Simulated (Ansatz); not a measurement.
# C₂H₆FGaS: one species, many methods

An exercise on one series of results from a longer session: the logs are not shown, and one member is left open.

Computed with Ansatz 0.2.0, Gaussian basis. Level: functionals in def2-TZVPP, the program's frozen cores in correlated methods.

The runs, in order: LDA (SPW92), PBE-D4, revPBE-D4, BLYP-D4, r2SCAN-D4, B97M-V, PBE0-D4, B3LYP-D4, r2SCANh-D4, r2SCAN0-D4, HSE06-D4, BHLYP-D4, CAM-B3LYP-D4, LC-ωPBE, ωB97X-V, ωB97M-V, B2PLYP, PBE-QIDH; CCSD(T)/def2-SVP; CCSD(T)/def2-TZVPP; MP2/def2-QZVPP; extrapolation to the limit; RPA on PBE.

**The relaxed structure**

All runs share one geometry, relaxed beforehand with PBE0-D4 in a triple-zeta def2 set.

SMILES `C[S][Ga]([CH3])[F]`, 11 atoms, charge 0, spin multiplicity 1.

Atoms are counted from 1 here; the program's logs count them from 0.

Bond lengths: C1–S2 1.822 Å, C1–H6 1.089 Å, C1–H7 1.089 Å, C1–H8 1.090 Å, S2–Ga3 2.185 Å, Ga3–C4 1.950 Å, Ga3–F5 1.760 Å, C4–H9 1.092 Å, C4–H10 1.090 Å, C4–H11 1.092 Å. Angles: S2–C1–H6 111.6°, S2–C1–H7 111.7°, S2–C1–H8 106.4°, H6–C1–H7 109.9°, H6–C1–H8 108.5°, H7–C1–H8 108.5°, C1–S2–Ga3 100.7°, S2–Ga3–C4 129.2°, S2–Ga3–F5 112.2°, C4–Ga3–F5 118.6°, Ga3–C4–H9 110.3°, Ga3–C4–H10 109.8°, Ga3–C4–H11 110.3°, H9–C4–H10 109.1°, H9–C4–H11 108.0°, H10–C4–H11 109.2°.

The first run:

in.yaml reads:

```yaml
crystal:
  periodic: [false, false, false]
  atoms:
    - {symbol: C, position_ang: [-1.822421, 0.551805, 0.690965]}
    - {symbol: S, position_ang: [-1.207338, 1.418883, -0.788340]}
    - {symbol: Ga, position_ang: [0.726035, 0.437130, -1.057799]}
    - {symbol: C, position_ang: [1.552976, -0.971899, 0.007576]}
    - {symbol: F, position_ang: [1.601006, 1.061869, -2.451257]}
    - {symbol: H, position_ang: [-1.968994, -0.510581, 0.501615]}
    - {symbol: H, position_ang: [-1.158430, 0.687803, 1.543384]}
    - {symbol: H, position_ang: [-2.787604, 0.997206, 0.930372]}
    - {symbol: H, position_ang: [1.692868, -0.635975, 1.036713]}
    - {symbol: H, position_ang: [2.521420, -1.235214, -0.417286]}
    - {symbol: H, position_ang: [0.915881, -1.858027, 0.024759]}
basis:
  gaussian: {orbitals: def2-TZVPP}
hamiltonian: {xc: lda}
output: {orbitals: {seedname: orbitals}}
```

Run with:

```console
> ansatz run in.yaml --threads 4 --pin off --events-out ev --progress --plain --max-ram 10444MiB
```

Steps of the session up to this table: LDA; PBE-D4 (GGA); revPBE-D4 (GGA); BLYP-D4 (GGA); r2SCAN-D4 (meta-GGA); B97M-V (meta-GGA); PBE0-D4 (hybrid); B3LYP-D4 (hybrid); r2SCANh-D4 (hybrid); r2SCAN0-D4 (hybrid); HSE06-D4 (hybrid); BHLYP-D4 (hybrid); CAM-B3LYP-D4 (range-separated); LC-ωPBE (range-separated); ωB97X-V (range-separated); ωB97M-V (range-separated); B2PLYP (double hybrid); PBE-QIDH (double hybrid).

One table of the session follows, with a row left open; its other results are not shown here.

It belongs to the step «Orbital energies across the functionals». 

```
  functional  HOMO (eV)  gap (eV)
 LDA (SPW92)      -6.16      4.46
      PBE-D4      -6.02      4.60
   revPBE-D4      -5.97      4.67
     BLYP-D4      -5.87      4.51
   r2SCAN-D4      -6.29      5.11
      B97M-V      -6.36      5.03
     PBE0-D4      -7.23      6.57
    B3LYP-D4      -6.99      6.07
  r2SCANh-D4      -6.73      5.82
  r2SCAN0-D4          ?         ?
    HSE06-D4      -6.82      5.81
    BHLYP-D4      -8.29      8.37
CAM-B3LYP-D4      -8.54      8.77
     LC-ωPBE      -9.92     11.33
     ωB97X-V      -9.57     10.83
     ωB97M-V      -9.41     10.44
```

Estimate the missing values for r2SCAN0-D4.

Worked estimate for «HOMO (eV)». Against the share of exact exchange, r2SCAN-D4 (0, -6.29), r2SCANh-D4 (0.1, -6.73) give a slope of -4.40 per unit share; at 0.25 the line stands at -7.39.

As computed: HOMO (eV): -7.40; gap (eV): 6.89. In «HOMO (eV)» the line misses by +0.01.
